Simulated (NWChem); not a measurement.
# CH3FInO (SMILES C[O][In][F]) at 3 levels

We compute a comparison of 3 runs (UHF/STO-3G, UHF/3-21G, UMP2/def2-SVP) of CH3FInO. 

Program for the calculation: NWChem 7.3.0.

### Step 1. The system as given

The species is CH3FInO (7 atoms), meant as a doublet with charge 0. As SMILES, `C[O][In][F]`. Geometry: relaxed at PBE0-D4/def2-TZVP. This is one conformer, not always the lowest.

Bond lengths: C1–O2 1.411 Å, O2–In3 2.011 Å, In3–F4 1.974 Å, C1–H5 1.097 Å, C1–H6 1.096 Å, C1–H7 1.096 Å. Angles: C1–O2–In3 118.1°, O2–In3–F4 112.2°, O2–C1–H5 113.9°, O2–C1–H6 109.5°, O2–C1–H7 109.6°, H5–C1–H6 107.6°, H5–C1–H7 107.6°, H6–C1–H7 108.5°.

### Step 2. Energy and gradient at UHF/STO-3G (run 1)

Input file mymol.nw:

```
start mymol
memory stack 880 mb heap 220 mb global 1100 mb
charge 0

geometry noautosym nocenter noautoz
  C      0.217500     0.862700     0.000100
  O     -0.179700     0.100900     1.119400
  In    -0.613900    -1.842300     0.837000
  F     -0.411800    -2.383600    -1.050100
  H      0.236200     0.296400    -0.939300
  H     -0.472900     1.703600    -0.133600
  H      1.224600     1.262300     0.166500
end

basis spherical bse
  * library STO-3G
end

scf
  doublet
  uhf
  thresh 1e-08
  maxiter 80
end

task scf gradient
```

Command:

```bash
$ nwchem mymol.nw > mymol.out
```

Output:

```text
[...]
  functions       =    45
[...]
  wavefunction    = UHF
[...]
         Total SCF energy =  -5893.881813433681
      One electron energy =  -8875.654870803279
      Two electron energy =   2627.154544733927
 Nuclear repulsion energy =    354.618512635671
                       Sz =      0.5000
                 Sz(Sz+1) =      0.7500
                      S^2 =      0.7651
[...]
                         UHF ENERGY GRADIENTS
    atom               coordinates                        gradient
                 x          y          z           x          y          z
   1 C       0.411015   1.630267   0.000189    0.000705   0.004533   0.003254
   2 O      -0.339584   0.190673   2.115359    0.013576   0.048799  -0.007481
   3 In     -1.160103  -3.481442   1.581701   -0.011742  -0.026806   0.028225
   4 F      -0.778189  -4.504351  -1.984401    0.003275  -0.012821  -0.036267
   5 H       0.446353   0.560115  -1.775020   -0.002054  -0.005597   0.003300
   6 H      -0.893651   3.219337  -0.252467   -0.003182  -0.003735   0.004262
   7 H       2.314158   2.385401   0.314639   -0.000579  -0.004372   0.004707
[...]
```

It took 14 s on 1 thread of Intel Xeon Platinum 8488C (Sapphire Rapids), shared host; peak memory 0.098 GiB.

### Step 3. Energy and gradient at UHF/3-21G (run 2)

Input file job.xyz:

```xyz
7
CH3FInO hf
C      0.217500     0.862700     0.000100
O     -0.179700     0.100900     1.119400
In    -0.613900    -1.842300     0.837000
F     -0.411800    -2.383600    -1.050100
H      0.236200     0.296400    -0.939300
H     -0.472900     1.703600    -0.133600
H      1.224600     1.262300     0.166500
```

Input file run.py:

```python
from ase.io import read
from ase.calculators.nwchem import NWChem

system = read('job.xyz')

calc = NWChem(
    label='job',
    theory='scf',
    memory='2200 mb',
    basis='3-21G',
    basispar='spherical bse',
    scf={'nopen': '1', 'uhf': None, 'thresh': '1e-08', 'maxiter': '80'},
)
system.calc = calc

forces = system.get_forces()
e = system.get_potential_energy()
print(f"E = {e:.6f} eV")
print("forces (eV/A):")
for s, f in zip(system.symbols, forces):
    print(f"{s:2s} {f[0]:10.5f} {f[1]:10.5f} {f[2]:10.5f}")
```

Command:

```bash
$ export ASE_NWCHEM_COMMAND="nwchem PREFIX.nwi > PREFIX.nwo"
$ python run.py
```

Output:

```text
E = -161295.578053 eV
forces (eV/A):
C     0.38448    1.05513   -0.68628
O    -0.54708   -2.01461    0.23340
In    0.23464    0.46660   -0.66838
F    -0.07204    0.57284    1.20317
H    -0.00586    0.11076    0.20764
H     0.36191   -0.18826   -0.08217
H    -0.35594   -0.00242   -0.20739
```

The calculator wrote job.nwi:

```
title "job"

permanent_dir job

scratch_dir job

start job

geometry units angstrom nocenter noautosym noautoz
  C  2.1750000000000000e-01 8.6270000000000002e-01 1.0000000000000000e-04
  O  -1.7970000000000000e-01 1.0090000000000000e-01 1.1194000000000000e+00
  In -6.1390000000000000e-01 -1.8423000000000000e+00 8.3699999999999997e-01
  F  -4.1180000000000000e-01 -2.3835999999999999e+00 -1.0501000000000000e+00
  H  2.3619999999999999e-01 2.9640000000000000e-01 -9.3930000000000002e-01
  H  -4.7289999999999999e-01 1.7036000000000000e+00 -1.3360000000000000e-01
  H  1.2245999999999999e+00 1.2623000000000000e+00 1.6650000000000001e-01
end

memory 2200 mb

basis spherical bse noprint
   * library 3-21G
end

scf
  nopen 1
  uhf
  thresh 1e-08
  maxiter 80
end

task scf gradient
```

job.nwo, cut to the lines that bear on the results:

```text
[...]
      One electron energy =  -8896.271552865473
[... 1 line left out ...]
 Nuclear repulsion energy =    354.618512635671
[... 60 lines left out ...]
          Final beta eigenvalues
[... 284 lines left out ...]
                     UHF Final Beta Molecular Orbital Analysis
[...]
  wavefunction    =   UHF
                         UHF ENERGY GRADIENTS
    atom               coordinates                        gradient
                 x          y          z           x          y          z
   1 C       0.411015   1.630267   0.000189   -0.007477  -0.020519   0.013346
   2 O      -0.339584   0.190673   2.115359    0.010639   0.039178  -0.004539
   3 In     -1.160103  -3.481442   1.581701   -0.004563  -0.009074   0.012998
   4 F      -0.778189  -4.504351  -1.984401    0.001401  -0.011140  -0.023398
   5 H       0.446353   0.560115  -1.775020    0.000114  -0.002154  -0.004038
   6 H      -0.893651   3.219337  -0.252467   -0.007038   0.003661   0.001598
   7 H       2.314158   2.385401   0.314639    0.006922   0.000047   0.004033
[...]
```

It took 13 s on 1 thread of Intel Xeon Platinum 8488C (Sapphire Rapids), shared host; peak memory 0.098 GiB.

### Step 4. Energy and gradient at UMP2/def2-SVP (core potential) (run 3)

Input file calc.nw:

```
start calc
title "CH3FInO mp2"
memory stack 880 mb heap 220 mb global 1100 mb
geometry units angstroms noautosym nocenter noautoz
 C        0.217500       0.862700       0.000100
 O       -0.179700       0.100900       1.119400
 In      -0.613900      -1.842300       0.837000
 F       -0.411800      -2.383600      -1.050100
 H        0.236200       0.296400      -0.939300
 H       -0.472900       1.703600      -0.133600
 H        1.224600       1.262300       0.166500
end
basis spherical bse
 C library def2-SVP
 O library def2-SVP
 In library def2-SVP
 F library def2-SVP
 H library def2-SVP
end
ecp bse
 In library def2-SVP
end
scf
 doublet
 uhf
 thresh 1e-08
 maxiter 80
end
mp2
 freeze core 7
 tight
end
task mp2 gradient
```

Command:

```bash
$ nwchem calc.nw > calc.out
```

Output:

```text
[...]
  functions       =    83
[...]
  wavefunction    = UHF
[...]
         Total SCF energy =   -402.956348404185
      One electron energy =   -999.866653872073
      Two electron energy =    412.090187525350
 Nuclear repulsion energy =    184.820117942537
                       Sz =      0.5000
                 Sz(Sz+1) =      0.7500
                      S^2 =      0.7583
[...]
          Total MP2 energy          -403.542822370647
[...]
                         mp2 ENERGY GRADIENTS
    atom               coordinates                        gradient
                 x          y          z           x          y          z
   1 C       0.411015   1.630267   0.000189    0.000565  -0.000128  -0.002694
   2 O      -0.339584   0.190673   2.115359    0.001483   0.004692  -0.001818
   3 In     -1.160103  -3.481442   1.581701    0.000750   0.000776  -0.003006
   4 F      -0.778189  -4.504351  -1.984401   -0.000275  -0.000041   0.001475
   5 H       0.446353   0.560115  -1.775020   -0.000148   0.002337   0.004094
   6 H      -0.893651   3.219337  -0.252467    0.001538  -0.004524   0.001459
   7 H       2.314158   2.385401   0.314639   -0.003912  -0.003112   0.000491
[...]
```

Run time: 57 s. Hardware: 1 thread of Intel Xeon Platinum 8488C (Sapphire Rapids), shared host; peak memory 0.29 GiB.

### Step 5. All runs side by side

| run | level | module | core potential | energy (Eh) | dipole moment (D) | HOMO energy (eV) | LUMO energy (eV) | wall time |
| --- | --- | --- | --- | --- | --- | --- | --- | --- |
| 1 | UHF/STO-3G | scf | – | -5893.881813 | 2.33 | -5.62 | 4.53 | 14 s |
| 2 | UHF/3-21G | scf | – | -5927.503212 | 2.14 | -9.14 | -0.39 | 13 s |
| 3 | UMP2/def2-SVP (core potential) | mp2 | def2-SVP | -403.542822 | 1.87 | -9.88 | -0.63 | 57 s |

### Step 6. Summary of results

| quantity | value |
| --- | --- |
| run 3: total energy | -403.54282 Eh |
| run 3: dipole moment (of the density that the program reports) | 1.87 D |
| run 3: HOMO energy (Hartree–Fock orbitals) (highest over α and β) | -9.88 eV |
| run 3: LUMO energy (Hartree–Fock orbitals) (lowest over α and β) | -0.63 eV |
| run 3: correlation energy (7 core orbitals frozen) | -586.5 mEh |
| run 3: ⟨S²⟩ of the reference determinant | 0.758 |
| run 3: largest force on an atom | 0.270 eV/Å |

The dipole moment (its size) runs from 1.87 D (UMP2/def2-SVP) to 2.33 D (UHF/STO-3G). The two ends differ in method and basis and core potential. Some runs of one species differ in core potentials or relativity; totals across that change don't compare. In run 1 the basis is minimal, so the values are rough. In runs 1, 2 relativity is left out where basis or elements ask for it. All runs together took 84 s, the longest 57 s.
